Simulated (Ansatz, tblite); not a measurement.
**The cluster Ru₃H₄: a ladder of methods and basis sets**

How do method and basis change the picture of the cluster Ru₃H₄ (singlet)?

Method: as each input shows; program: Ansatz 0.2.0, Gaussian basis.

Levels to be run: GFN1-xTB, GFN2-xTB, PBE-D4/def2-TZVP, r2SCAN-D4/def2-TZVP, PBE-QIDH/def2-TZVP, B2PLYP/def2-TZVP, ωB97X-V/def2-TZVP, HF/def2-TZVP, ωB97M-V/def2-TZVP, PBE-D4/def2-SVP, PBE0-D4/def2-SVP, PBE0-D4/def2-TZVPD, PBE-D4/def2-TZVPD, r2SCAN-D4/def2-TZVPD, CCSD(T)/def2-TZVP, RPA/def2-TZVP.

4 further runs of the same task are left out: 1 that didn't finish, 3 set aside as unsound or not needed. Runs told in other sessions of the task aren't counted.

## (1) The structure

The singlet was relaxed beforehand with PBE-D4/def2-TZVP. At that level it is the lowest of the isomers that a small search found.

7 atoms, charge 0, spin multiplicity 1.

Bond lengths: Ru1–Ru2 2.489 Å, Ru1–Ru3 2.269 Å, Ru1–H5 1.787 Å, Ru1–H6 1.564 Å, Ru2–Ru3 2.269 Å, Ru2–H5 1.787 Å, Ru2–H7 1.564 Å, Ru3–H4 1.600 Å. Angles: Ru2–Ru1–Ru3 56.7°, Ru2–Ru1–H5 45.9°, Ru2–Ru1–H6 94.6°, Ru3–Ru1–H5 102.6°, Ru3–Ru1–H6 85.8°, H5–Ru1–H6 97.6°, Ru1–Ru2–Ru3 56.7°, Ru1–Ru2–H5 45.9°, Ru1–Ru2–H7 94.6°, Ru3–Ru2–H5 102.6°, Ru3–Ru2–H7 85.8°, H5–Ru2–H7 97.6°, Ru1–Ru3–Ru2 66.5°, Ru1–Ru3–H4 109.5°, Ru2–Ru3–H4 109.5°, Ru1–H5–Ru2 88.3°.

Coordinates:

```xyz
7
H4Ru3
Ru    1.43567   -0.05618   -0.42297
Ru   -0.91148   -0.66289   -0.98652
Ru   -0.26713    1.44329   -0.44126
H    -0.71096    1.76407    1.06243
H     0.61133   -1.58601   -0.83907
H     1.21399   -0.11698    1.12406
H    -1.37142   -0.78529    0.50332
```

Ru takes a core potential in the def2 sets. No spin-orbit coupling is included.

PBE0-D4/def2-TZVP was run before; its log isn't repeated, and its numbers join the tables.

## (2) GFN1-xTB

Tight binding, by tblite at 300 K electronic temperature and without a spin-polarisation term:

```python
tblite.interface.Calculator('GFN1-xTB', numbers, positions, charge=0, uhf=0).singlepoint()
```

Energy -333.9831 eV, HOMO -11.35 eV, LUMO -11.04 eV; 0.005 s.

## (3) GFN2-xTB

Tight binding, by tblite at 300 K electronic temperature and without a spin-polarisation term:

```python
tblite.interface.Calculator('GFN2-xTB', numbers, positions, charge=0, uhf=0).singlepoint()
```

Energy -309.4612 eV, HOMO -10.30 eV, LUMO -10.19 eV; 0.008 s.

## (4) PBE-D4/def2-TZVP

start.molden holds the orbitals of an earlier run on this state, given as this run's starting guess.

File in.yaml:

```yaml
crystal:
  periodic: [false, false, false]
  atoms:
    - {symbol: Ru, position_ang: [1.435673, -0.056183, -0.422967]}
    - {symbol: Ru, position_ang: [-0.911484, -0.662891, -0.986515]}
    - {symbol: Ru, position_ang: [-0.267133, 1.443293, -0.441256]}
    - {symbol: H, position_ang: [-0.710958, 1.764074, 1.062432]}
    - {symbol: H, position_ang: [0.611327, -1.586010, -0.839068]}
    - {symbol: H, position_ang: [1.213994, -0.116978, 1.124058]}
    - {symbol: H, position_ang: [-1.371419, -0.785295, 0.503317]}
basis:
  gaussian: {orbitals: def2-TZVP, initial_orbitals: start.molden}
hamiltonian: {xc: pbe, dispersion: d4}
scf: {omitted_lower_state_checks: [starts]}
output: {forces: true, orbitals: {seedname: orbitals}}
```

Launch:

```bash
> ansatz run in.yaml --threads 4 --pin off --events-out ev --progress --plain --max-ram 3916MiB
```

The runs that follow: r2SCAN-D4/def2-TZVP; PBE-QIDH/def2-TZVP; B2PLYP/def2-TZVP; ωB97X-V/def2-TZVP; HF/def2-TZVP; ωB97M-V/def2-TZVP; PBE-D4/def2-SVP; PBE0-D4/def2-SVP; PBE0-D4/def2-TZVPD; PBE-D4/def2-TZVPD; r2SCAN-D4/def2-TZVPD; CCSD(T)/def2-TZVP; RPA/def2-TZVP.

Before running them: what should the planned runs give, taken together? Wanted: gap in def2-TZVP, named functionals and Hartree-Fock, smallest and largest; correlation energy, CCSD(T)/def2-TZVP; binding an atom, functionals in def2-TZVP; PBE0 total energy, smallest basis above largest.

The runs gave:

| quantity | value |
| --- | --- |
| gap in def2-TZVP, named functionals and Hartree-Fock, smallest and largest | 0.13 eV (PBE-D4), 7.78 eV (HF) |
| correlation energy, CCSD(T)/def2-TZVP | -46.61 eV |
| binding an atom, functionals in def2-TZVP | 2.03 (ωB97M-V) to 2.68 eV (PBE-D4) |
| PBE0 total energy, smallest basis above largest | 2.19 eV (def2-SVP, def2-TZVPD) |

Orbital gaps of the named functionals and Hartree-Fock in def2-TZVP span 0.13 eV (PBE-D4) to 7.78 eV (HF); exact exchange widens it. Notes on CCSD(T)/def2-TZVP: large T1 diagnostic, state flagged by the program.
